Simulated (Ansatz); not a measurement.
# Tellurium, omega (AlB2-type) under PBEsol: ground state and equation of state

The plan for tellurium in the omega (AlB2-type) structure: relax it, solve it on a dense k-mesh, then scale the cell to 7 volumes from 88 to 112 % of the relaxed one and try a fit of the equation of state. Spin polarisation is left out. The k-meshes are 7×7×9 for the relaxation; 9×9×13 for the dense run; 8×8×11 for the volumes.

Computed with Ansatz 0.2.0 (DFT PBEsol, plane waves (420 eV) with PAW, scalar-relativistic; PBE-made PAW files, unless a step says otherwise).

## Step 1: The structure to begin with

It takes space group P6/mmm (No. 191, hexagonal). The conventional cell has a = 5.462 Å, b = 5.462 Å, c = 3.348 Å, α = 90.00°, β = 90.00°, γ = 120.00°. Te (site symmetry 6/mmm) is surrounded by 14 Te at 3.35 to 3.57 Å. Te (site symmetry -6m2) is surrounded by 11 Te at 3.15 to 3.57 Å.

Structure file:

```
CELL_PARAMETERS angstrom
5.46208 0.00000 0.00000
-2.73104 4.73030 0.00000
0.00000 0.00000 3.34826
ATOMIC_POSITIONS crystal
Te 0.00000 0.00000 0.00000
Te 0.33333 0.66667 0.50000
Te 0.66667 0.33333 0.50000
```

## Step 2: Relaxation of the cell

input.yaml reads:

```yaml
crystal:
  lattice:
    - [5.4620799878, 0.0, 0.0]
    - [-2.7310399939, 4.7303000269, 0.0]
    - [0.0, 0.0, 3.3482550325]
  atoms:
    - { symbol: Te, position: [0.0, 0.0, 0.0] }
    - { symbol: Te, position: [0.3333333333, 0.6666666667, 0.5] }
    - { symbol: Te, position: [0.6666666667, 0.3333333333, 0.5] }
hamiltonian:
  xc: pbesol
  pseudopotentials:
    kind: paw
    azcp:
      Te: "pseudopotentials/Te.paw.azcp"
basis:
  ecutwfc: 420
  fft_grid_basis: typed
kpoints:
  mp_grid: { grid: [7, 7, 9], shift: [0, 0, 0] }
magnetization:
  spin_polarized: false
scf:
  occupations: { method: fermi_dirac, width: 0.1 }
relax:
  max_steps: 60
  f_tol: 0.01
  cell: {}
```

Further steps of the session: Single point on a dense mesh; At 88 % of the relaxed volume; At 92 % of the relaxed volume; At 96 % of the relaxed volume; At 100 % of the relaxed volume; At 104 % of the relaxed volume; At 108 % of the relaxed volume; At 112 % of the relaxed volume.

What does the calculation give? Wanted: space group; conventional cell; volume; shortest distance; gap on the mesh; relative to trigonal tellurium; V₀, B₀, B₀′.

**Answer**, as computed:

```
                      quantity                                   value
space group (spins left aside)                        P6/mmm (No. 191)
             conventional cell  a = 5.420 Å, c = 3.240 Å (c/a = 0.598)
                        volume                          27.479 Å³/atom
             shortest distance                                 3.129 Å
               gap on the mesh            none (levels filled in part)
relative to trigonal tellurium                           +271 meV/atom
                   V₀, B₀, B₀′             27.398 Å³/atom, 64 GPa, 4.8
```

From the guessed start the volume shrank by 4.7 % in 8 steps. It lies 271 meV/atom above the element's reference form at the same level (trigonal tellurium, from a run of its own), so it is far from stable. Levels at the Fermi energy are filled in part, as in a metal. B₀ comes out at 64 GPa; letting shape and positions relax at each volume could only lower it. The symmetry was held, so the structure may be unstable against distortions that break it.
